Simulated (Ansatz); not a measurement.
**C₂H₅FSi: a ladder of functionals and wavefunction methods**

An exercise on one series of results from a longer session: the logs are not shown, and one member is left open.

Computed with Ansatz 0.2.0, Gaussian basis. Level: functionals in def2-TZVPP, the program's frozen cores in correlated methods.

The runs, in order: LDA (SPW92), PBE-D4, revPBE-D4, BLYP-D4, r2SCAN-D4, B97M-V, PBE0-D4, B3LYP-D4, r2SCANh-D4, r2SCAN0-D4, HSE06-D4, BHLYP-D4, CAM-B3LYP-D4, LC-ωPBE, ωB97X-V, ωB97M-V, B2PLYP, PBE-QIDH; CCSD(T)/def2-SVP; CCSD(T)/def2-TZVPP; MP2/def2-QZVPP; extrapolation to the limit; RPA on PBE.

**The geometry**

The geometry comes from an earlier relaxation with PBE0-D4 in a triple-zeta def2 set; it is a stationary point, not always the lowest conformer.

SMILES `F/C=C/[SiH3]`, 9 atoms, charge 0, spin multiplicity 1.

Atoms are counted from 1 here; the program's logs count them from 0.

Bond lengths: F1–C2 1.336 Å, C2–C3 1.322 Å, C2–H5 1.086 Å, C3–Si4 1.852 Å, C3–H6 1.087 Å, Si4–H7 1.487 Å, Si4–H8 1.487 Å, Si4–H9 1.487 Å. Angles: F1–C2–C3 122.8°, F1–C2–H5 111.4°, C3–C2–H5 125.9°, C2–C3–Si4 121.1°, C2–C3–H6 117.6°, Si4–C3–H6 121.3°, C3–Si4–H7 110.8°, C3–Si4–H8 110.8°, C3–Si4–H9 108.6°, H7–Si4–H8 107.9°, H7–Si4–H9 109.3°, H8–Si4–H9 109.3°.

As a file:

```xyz
9

F    -1.2599    2.3609    0.5064
C    -0.5783    1.3550   -0.0480
C    -0.3367    0.2199    0.5849
Si    0.6141   -1.1450   -0.2289
H    -0.2642    1.5996   -1.0581
H    -0.7161    0.1181    1.5986
H     1.8437   -1.4656    0.5428
H    -0.2067   -2.3816   -0.3163
H     0.9925   -0.7076   -1.5985
```

Set-up of the first run:

in.yaml reads:

```yaml
crystal:
  periodic: [false, false, false]
  atoms:
    - {symbol: F, position_ang: [-1.259910, 2.360947, 0.506445]}
    - {symbol: C, position_ang: [-0.578298, 1.355015, -0.047994]}
    - {symbol: C, position_ang: [-0.336667, 0.219878, 0.584949]}
    - {symbol: Si, position_ang: [0.614064, -1.145010, -0.228863]}
    - {symbol: H, position_ang: [-0.264164, 1.599597, -1.058088]}
    - {symbol: H, position_ang: [-0.716107, 0.118066, 1.598614]}
    - {symbol: H, position_ang: [1.843722, -1.465586, 0.542810]}
    - {symbol: H, position_ang: [-0.206653, -2.381573, -0.316290]}
    - {symbol: H, position_ang: [0.992513, -0.707635, -1.598485]}
basis:
  gaussian: {orbitals: def2-TZVPP}
hamiltonian: {xc: lda}
output: {orbitals: {seedname: orbitals}}
```

Steps of the session up to this table: LDA; PBE-D4 (GGA); revPBE-D4 (GGA); BLYP-D4 (GGA); r2SCAN-D4 (meta-GGA); B97M-V (meta-GGA); PBE0-D4 (hybrid); B3LYP-D4 (hybrid); r2SCANh-D4 (hybrid); r2SCAN0-D4 (hybrid); HSE06-D4 (hybrid); BHLYP-D4 (hybrid); CAM-B3LYP-D4 (range-separated); LC-ωPBE (range-separated); ωB97X-V (range-separated); ωB97M-V (range-separated); B2PLYP (double hybrid); PBE-QIDH (double hybrid).

One of the session's tables, all rows but one given; the rest of the session is left out.

It belongs to the step «Orbital energies across the functionals». 

| functional | HOMO (eV) | gap (eV) |
| --- | --- | --- |
| LDA (SPW92) | -6.81 | 5.28 |
| PBE-D4 | -6.65 | 5.34 |
| revPBE-D4 | -6.59 | 5.37 |
| BLYP-D4 | ? | ? |
| r2SCAN-D4 | -6.89 | 5.79 |
| B97M-V | -6.98 | 5.87 |
| PBE0-D4 | -7.87 | 7.57 |
| B3LYP-D4 | -7.64 | 7.11 |
| r2SCANh-D4 | -7.35 | 6.62 |
| r2SCAN0-D4 | -8.03 | 7.85 |
| HSE06-D4 | -7.47 | 6.78 |
| BHLYP-D4 | -8.94 | 9.76 |
| CAM-B3LYP-D4 | -9.21 | 10.07 |
| LC-ωPBE | -10.58 | 12.61 |
| ωB97X-V | -10.19 | 12.17 |
| ωB97M-V | -10.09 | 11.94 |

**Question.** Estimate the row for BLYP-D4.

Worked estimate for «HOMO (eV)». Against the share of exact exchange, B3LYP-D4 (0.2, -7.64), BHLYP-D4 (0.5, -8.94) give a slope of -4.33 per unit share; at 0 the line stands at -6.77.

As computed: HOMO (eV): -6.51; gap (eV): 5.33. In «HOMO (eV)» the line misses by -0.26.
